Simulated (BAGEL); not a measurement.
**GaNH3OF (SMILES [NH2][Ga]([OH])[F]): B3LYP/cc-pVDZ (density fitting with qzvpp-jkfit)**

Aim: the energy change on altering one bond length of GaNH3OF at B3LYP/cc-pVDZ (density fitting with qzvpp-jkfit), from 2 runs. 

The calculation is run with BAGEL 1.2.2.

3 further runs of the same task are left out: 1 that didn't finish, 2 set aside as unsound or not needed.

## (1) Starting point

GaNH3OF: 7 atoms, total charge 0, spin state singlet. As SMILES, `[NH2][Ga]([OH])[F]`. Geometry: a GFN2-xTB relaxation, a rough one for these elements and not checked as a minimum. This is one conformer, not always the lowest.

Bond lengths: N1–Ga2 1.834 Å, Ga2–O3 1.734 Å, Ga2–F4 1.755 Å, N1–H5 1.016 Å, N1–H6 1.015 Å, O3–H7 0.959 Å. Angles: N1–Ga2–O3 124.7°, N1–Ga2–F4 120.1°, O3–Ga2–F4 115.1°, Ga2–N1–H5 114.5°, Ga2–N1–H6 113.5°, Ga2–O3–H7 118.9°, H5–N1–H6 109.6°.

## (2) A single-point energy at B3LYP/cc-pVDZ (density fitting with qzvpp-jkfit)

File dft.json:

```json
{ "bagel": [

{
  "title": "molecule",
  "basis": "cc-pvdz.json",
  "df_basis": "qzvpp-jkfit",
  "angstrom": true,
  "geometry": [
    { "atom": "N", "xyz": [   -0.851490,    1.158230,   -0.376200 ] },
    { "atom": "Ga", "xyz": [    0.088290,   -0.390130,   -0.089880 ] },
    { "atom": "O", "xyz": [    1.675530,   -0.467200,    0.604310 ] },
    { "atom": "F", "xyz": [   -0.564390,   -1.928440,   -0.626470 ] },
    { "atom": "H", "xyz": [   -1.859620,    1.039050,   -0.412920 ] },
    { "atom": "H", "xyz": [   -0.620660,    1.898260,    0.278580 ] },
    { "atom": "H", "xyz": [    2.132330,   -1.309770,    0.622580 ] }
  ]
},
{
  "title": "ks",
  "xc_func": "b3lyp"
},
{
  "title": "print",
  "file": "orbitals.molden",
  "orbitals": true
}

]}
```

The basis set cc-pVDZ is read from a file made from the Basis Set Exchange's data (not shown).

On the command line:

```console
$ BAGEL_NUM_THREADS=1 BAGEL dft.json > dft.out
```

The log of the run:

```text
* using 1 threads per process

  ===============================================================
  ===============================================================

  *** Geometry ***

  { "atom" : "N", "xyz" : [     -1.609083,      2.188737,     -0.710915 ] },
  { "atom" : "Ga", "xyz" : [      0.166844,     -0.737239,     -0.169849 ] },
  { "atom" : "O", "xyz" : [      3.166293,     -0.882880,      1.141980 ] },
  { "atom" : "F", "xyz" : [     -1.066543,     -3.644223,     -1.183857 ] },
  { "atom" : "H", "xyz" : [     -3.514172,      1.963520,     -0.780306 ] },
  { "atom" : "H", "xyz" : [     -1.172877,      3.587192,      0.526440 ] },
  { "atom" : "H", "xyz" : [      4.029520,     -2.475107,      1.176506 ] },

  Number of auxiliary basis functions:      551

  Since a DF basis is specified, we compute 2- and 3-index integrals:
    o Being stored without compression. Storage requirement is 0.031 GB

  Number of basis functions:       84
  Number of electrons      :       58

    * METHOD: MOLECULE                             0.34

  *** Kohn-Sham DFT ***

    * Removing 11789 points whose weight is below 1.00e-10
    * Grid points: 92553

  === Nuclear Repulsion ===
   295.7176864053

       - DIIS with orbital gradients will be used.

  === KS iteration (b3lyp / cc-pvdz.json) ===
      0      -2128.44900097          0.12081563           0.44
      1      -1998.45305736          0.26859428           0.43
      2      -2121.90501228          0.12650218           0.43
      3      -2116.33801561          0.16260033           0.45
      4      -2156.24703799          0.02800065           0.45
      5      -2155.97423762          0.03152182           0.43
      6      -2156.44689257          0.01464516           0.42
      7      -2156.52213058          0.00911578           0.41
      8      -2156.55804482          0.00668961           0.42
      9      -2156.58602818          0.00090166           0.42
     10      -2156.58650427          0.00015577           0.43
     11      -2156.58651652          0.00003161           0.42
     12      -2156.58651699          0.00001609           0.41
     13      -2156.58651716          0.00000192           0.41
     14      -2156.58651716          0.00000135           0.41
     15      -2156.58651716          0.00000017           0.41
     16      -2156.58651716          0.00000003           0.42
     17      -2156.58651716          0.00000001           0.41
     18      -2156.58651716          0.00000001           0.42
    * SCF iteration converged.

    * Permanent dipole moment:
           (    0.110515,    -0.445183,    -0.429415) a.u.

    * METHOD: KS                                   8.45

    * METHOD: PRINT                                0.01

  ===============================================================
```

It took 9 s on 1 thread of Arm Neoverse V2, shared host; peak memory 0.41 GiB.

## (3) The distorted shape at the same level

File input.json:

```json
{ "bagel": [

{
  "title": "molecule",
  "basis": "cc-pvdz.json",
  "df_basis": "qzvpp-jkfit",
  "angstrom": "true",
  "geometry": [
    { "atom": "N", "xyz": [      -1.133447,       1.622776,      -0.462103 ] },
    { "atom": "Ga", "xyz": [       0.088290,      -0.390130,      -0.089880 ] },
    { "atom": "O", "xyz": [       1.675530,      -0.467200,       0.604310 ] },
    { "atom": "F", "xyz": [      -0.564390,      -1.928440,      -0.626470 ] },
    { "atom": "H", "xyz": [      -2.141577,       1.503596,      -0.498823 ] },
    { "atom": "H", "xyz": [      -0.902617,       2.362806,       0.192677 ] },
    { "atom": "H", "xyz": [       2.132330,      -1.309770,       0.622580 ] }
  ]
},

{
  "title": "ks",
  "xc_func": "b3lyp"
},

{
  "title": "print",
  "file": "orbitals.molden",
  "orbitals": "true"
}

]}
```

The basis set cc-pVDZ is read from a file made from the Basis Set Exchange's data (not shown).

On the command line:

```console
$ BAGEL_NUM_THREADS=1 BAGEL input.json > input.out
```

The log of the run:

```text
* using 1 threads per process

  ===============================================================
  ===============================================================

  *** Geometry ***

  { "atom" : "N", "xyz" : [     -2.141904,      3.066602,     -0.873248 ] },
  { "atom" : "Ga", "xyz" : [      0.166844,     -0.737239,     -0.169849 ] },
  { "atom" : "O", "xyz" : [      3.166293,     -0.882880,      1.141980 ] },
  { "atom" : "F", "xyz" : [     -1.066543,     -3.644223,     -1.183857 ] },
  { "atom" : "H", "xyz" : [     -4.046994,      2.841385,     -0.942639 ] },
  { "atom" : "H", "xyz" : [     -1.705699,      4.465056,      0.364107 ] },
  { "atom" : "H", "xyz" : [      4.029520,     -2.475107,      1.176506 ] },

  Number of auxiliary basis functions:      551

  Since a DF basis is specified, we compute 2- and 3-index integrals:
    o Being stored without compression. Storage requirement is 0.031 GB

  Number of basis functions:       84
  Number of electrons      :       58

    * METHOD: MOLECULE                             0.34

  *** Kohn-Sham DFT ***

    * Removing 11061 points whose weight is below 1.00e-10
    * Grid points: 93281

  === Nuclear Repulsion ===
   275.4106780840

       - DIIS with orbital gradients will be used.

  === KS iteration (b3lyp / cc-pvdz.json) ===
      0      -2121.24629798          0.10496783           0.46
      1      -1903.37155015          0.18350542           0.43
      2      -2070.33297992          0.12952059           0.42
      3      -2143.50294045          0.09088636           0.42
      4      -2133.86507681          0.09304364           0.43
      5      -2154.20789840          0.03928497           0.42
      6      -2156.48022557          0.00662443           0.42
      7      -2156.45882574          0.01008052           0.42
      8      -2156.52375584          0.00206454           0.41
      9      -2156.52606317          0.00091767           0.42
     10      -2156.52647146          0.00038341           0.42
     11      -2156.52654878          0.00014787           0.41
     12      -2156.52656281          0.00007796           0.41
     13      -2156.52656574          0.00004036           0.42
     14      -2156.52656679          0.00000682           0.41
     15      -2156.52656682          0.00000121           0.42
     16      -2156.52656682          0.00000071           0.42
     17      -2156.52656682          0.00000044           0.41
     18      -2156.52656682          0.00000026           0.42
     19      -2156.52656682          0.00000002           0.42
     20      -2156.52656682          0.00000001           0.42
    * SCF iteration converged.

    * Permanent dipole moment:
           (   -0.132999,    -0.103024,    -0.443507) a.u.

    * METHOD: KS                                   9.25

    * METHOD: PRINT                                0.01

  ===============================================================
```

Wall time 9.9 s (1 thread of Arm Neoverse V2, shared host); peak memory 0.41 GiB.

## (4) What came out

At B3LYP/cc-pVDZ (density fitting with qzvpp-jkfit):

| quantity | value |
| --- | --- |
| first shape: total energy | -2156.58652 Eh |
| first shape: dipole moment | 1.60 D |
| first shape: HOMO energy | -7.47 eV |
| first shape: LUMO energy | -0.82 eV |
| first shape: HOMO–LUMO gap | 6.65 eV |
| distorted shape: total energy | -2156.52657 Eh |
| distorted shape: dipole moment | 1.21 D |
| distorted shape: HOMO energy | -6.52 eV |
| distorted shape: LUMO energy | -2.41 eV |
| distorted shape: HOMO–LUMO gap | 4.11 eV |
| energy change with the N1–Ga2 bond stretched from 1.834 to 2.384 Å | 1.631 eV |

**Reading.** With the N1–Ga2 bond stretched from 1.834 to 2.384 Å the energy rises by 1.63 eV (157 kJ/mol). The first shape isn't relaxed at this level, so the change isn't measured from a minimum.
